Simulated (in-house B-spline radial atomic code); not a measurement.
# Cs⁴⁰⁺: excited configurations in jj coupling

Aim: the energies of several excited configurations of Cs⁴⁰⁺ above a reference configuration, each from its own self-consistent run.

Method: Dirac-Hartree-Fock, average of configuration, Fermi nucleus, basis-set limit. Code: in-house B-spline radial atomic code version 1.

## Step 1: The atom as given

| Quantity | Value |
| --- | --- |
| element | caesium (Z = 55) |
| charge | +40 |
| electrons | 15 |
| configuration | 1s2 2s2 2p6 3s2 3p-2 3p+1 |
| Hamiltonian | Dirac-Coulomb |
| nucleus | Fermi, rms radius 4.804 fm |

In configurations, a minus sign after the shell means j = l − 1/2 and a plus sign j = l + 1/2; the count of electrons follows.

Settings, as recorded:

```ini
Z = 55
electrons = 15.0
configuration = 1s2 2s2 2p6 3s2 3p-2 3p+1
hamiltonian = dirac
method = hf
spin_polarised = False
nucleus = fermi
rms_radius = 4.8041
mass_number = 133
atomic_mass = 132.905451958
speed_of_light = 137.035999084
```

This reference run was done before. Its total energy is -6385.725692 hartree, and its levels are (the highest eight at most):

```
orbital  occupation  energy (eV)  <r> (bohr)
  1s1/2           2     -38631.2     0.02609
  2s1/2           2     -8106.77      0.1099
  2p1/2           2     -7777.96     0.09254
  2p3/2           4     -7407.00     0.09829
  3s1/2           2     -3149.05      0.2694
  3p1/2           2     -3033.14      0.2562
  3p3/2           1     -2947.35      0.2644
```

## Step 2: Configuration 1s2 2s2 2p6 3s1 3p-1 3p+2 5p+1

Settings, as recorded:

```ini
Z = 55
electrons = 15.0
configuration = 1s2 2s2 2p6 3s1 3p-1 3p+2 5p+1
hamiltonian = dirac
method = hf
spin_polarised = False
nucleus = fermi
rms_radius = 4.8041
mass_number = 133
atomic_mass = 132.905451958
speed_of_light = 137.035999084
```

## Step 3: 1s2 2s2 2p-2 2p+3 3s2 3p-1 3p+2 5f-1

The settings differ from step 2 so:

```diff
@@ -2,3 +2,3 @@
 electrons = 15.0
-configuration = 1s2 2s2 2p6 3s1 3p-1 3p+2 5p+1
+configuration = 1s2 2s2 2p-2 2p+3 3s2 3p-1 3p+2 5f-1
 hamiltonian = dirac
```

## Step 4: Run with 1s2 2s2 2p6 3s1 3p+3 5s1

The settings differ from step 3 so:

```diff
@@ -2,3 +2,3 @@
 electrons = 15.0
-configuration = 1s2 2s2 2p-2 2p+3 3s2 3p-1 3p+2 5f-1
+configuration = 1s2 2s2 2p6 3s1 3p+3 5s1
 hamiltonian = dirac
```

## Step 5: 1s2 2s2 2p6 3s2 3p-1 3p+1 7p-1

The settings differ from step 4 so:

```diff
@@ -2,3 +2,3 @@
 electrons = 15.0
-configuration = 1s2 2s2 2p6 3s1 3p+3 5s1
+configuration = 1s2 2s2 2p6 3s2 3p-1 3p+1 7p-1
 hamiltonian = dirac
```

## Step 6: Run with 1s2 2s2 2p6 3s1 3p+4

The settings differ from step 5 so:

```diff
@@ -2,3 +2,3 @@
 electrons = 15.0
-configuration = 1s2 2s2 2p6 3s2 3p-1 3p+1 7p-1
+configuration = 1s2 2s2 2p6 3s1 3p+4
 hamiltonian = dirac
```

## Step 7: Run with 1s2 2s2 2p6 3s2 3p+3

The settings differ from step 6 so:

```diff
@@ -2,3 +2,3 @@
 electrons = 15.0
-configuration = 1s2 2s2 2p6 3s1 3p+4
+configuration = 1s2 2s2 2p6 3s2 3p+3
 hamiltonian = dirac
```

Q: How far above the reference does each configuration lie (order and size, in eV)?

The runs gave:

| net move | configuration | energy above the reference (eV) | with Breit, QED, recoil (eV) | largest <r> (bohr) |
| --- | --- | --- | --- | --- |
| 2×3p1/2 → 2×3p3/2 | 1s2 2s2 2p6 3s2 3p+3 | 178.08 | 175.87 | 0.269 |
| 2×3p1/2, 3s → 3×3p3/2 | 1s2 2s2 2p6 3s1 3p+4 | 390.67 | 387.14 | 0.269 |
| 3p1/2, 3s → 3p3/2, 5p3/2 | 1s2 2s2 2p6 3s1 3p-1 3p+2 5p+1 | 2246.35 | 2241.96 | 0.823 |
| 2×3p1/2, 3s → 2×3p3/2, 5s | 1s2 2s2 2p6 3s1 3p+3 5s1 | 2298.50 | 2293.33 | 0.812 |
| 3p1/2 → 7p1/2 | 1s2 2s2 2p6 3s2 3p-1 3p+1 7p-1 | 2533.19 | 2530.04 | 1.65 |
| 2p3/2, 3p1/2 → 3p3/2, 5f5/2 | 1s2 2s2 2p-2 2p+3 3s2 3p-1 3p+2 5f-1 | 6557.82 | 6546.98 | 0.748 |

What this shows: The energies run from 178.08 eV (2×3p1/2 → 2×3p3/2) to 6557.82 eV (2p3/2, 3p1/2 → 3p3/2, 5f5/2). Koopmans' estimate of the ionisation threshold is 2947.35 eV; 1 configuration exceeds it by over 2 % and could autoionise. Two partly filled shells share a symmetry and can mix in the average, which may lower the energy, for: 3p1/2, 3s → 3p3/2, 5p3/2; 2×3p1/2, 3s → 2×3p3/2, 5s; 3p1/2 → 7p1/2; 2p3/2, 3p1/2 → 3p3/2, 5f5/2. These are averages over configurations, without correlation, not spectroscopic levels.
